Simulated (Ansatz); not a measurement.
# PbSe2: a single-point run

Aim: a sound single-point run of PbSe2. The structure is shown as the input types it. The cell is built on a prototype (CdCl2 type) and needn't be the phase found in nature.

Program: Ansatz 0.2.0. Level of theory: density functional or hybrid calculation with the settings of its input, plane waves (as first typed). These are calculated values, not measurements.

2 further runs of the same task are left out: 2 that didn't finish.

### 1 Starting point

Symmetry: R-3m, No. 166, trigonal system. The conventional cell has a = 4.030 Å, b = 4.030 Å, c = 17.141 Å, α = 90.00°, β = 90.00°, γ = 120.00°. Pb (site symmetry -3m) has 6 Se at 2.86 Å as nearest neighbours. Se (site symmetry 3m) has 3 Pb at 2.86 Å as nearest neighbours.

Coordinates:

```cif
data_structure
_symmetry_space_group_name_H-M 'P 1'
_symmetry_Int_Tables_number 1
_cell_length_a 6.1693
_cell_length_b 6.1693
_cell_length_c 6.1693
_cell_angle_alpha 38.128
_cell_angle_beta 38.128
_cell_angle_gamma 38.128
_cell_volume 80.37
loop_
_atom_site_label
_atom_site_type_symbol
_atom_site_fract_x
_atom_site_fract_y
_atom_site_fract_z
_atom_site_occupancy
Pb1 Pb 0.00000 0.00000 0.00000 1
Se1 Se 0.23628 0.23628 0.23628 1
Se2 Se 0.76372 0.76372 0.76372 1
```

### 2 Input and run

Contents of input.yaml:

```yaml
crystal:
  lattice:
    - [2.0150468078, 1.1633878169, 5.7137171036]
    - [-2.0150468078, 1.1633878169, 5.7137171036]
    - [0.0, -2.3267756338, 5.7137171036]
  atoms:
    - { symbol: Pb, position: [0.0, 0.0, 0.0] }
    - { symbol: Se, position: [0.2362761235, 0.2362761235, 0.2362761235] }
    - { symbol: Se, position: [0.7637238765, 0.7637238765, 0.7637238765] }
kpoints:
  mp_grid: { grid: [4, 4, 4] }
hamiltonian:
  xc: hse06
scf:
  occupations: { method: gaussian, width: 1.5 }
  n_extra_bands: 4
output:
  forces: true
  stress: true
  eigenvalues: true
```

On the command line:

```sh
> ansatz run input.yaml --threads 4 --pin off --max-ram 3686MiB --backend cpu --events-out ev --progress --plain --runs-dir out
```

Q: Will this input give a usable result? If not, why, and what should change?

The program finished normally, with warnings (filled band counts differ across k points, stress exchange threshold loose, stress scf threshold loose). Its log warns: «output.stress: scf.convergence.dr2_threshold = 1e-7 eV (the SCF's general default) is looser than the 3e-10 eV advised for a printed stress (1e-10 eV for each atom of the ...»

Look at the input: scf.occupations.method is gaussian; scf.occupations.width is 1.5. Occupations are smeared over electronvolts, wider than many features of the bands.

To check: set scf.occupations.method to fermi_dirac and scf.occupations.width to 0.02.
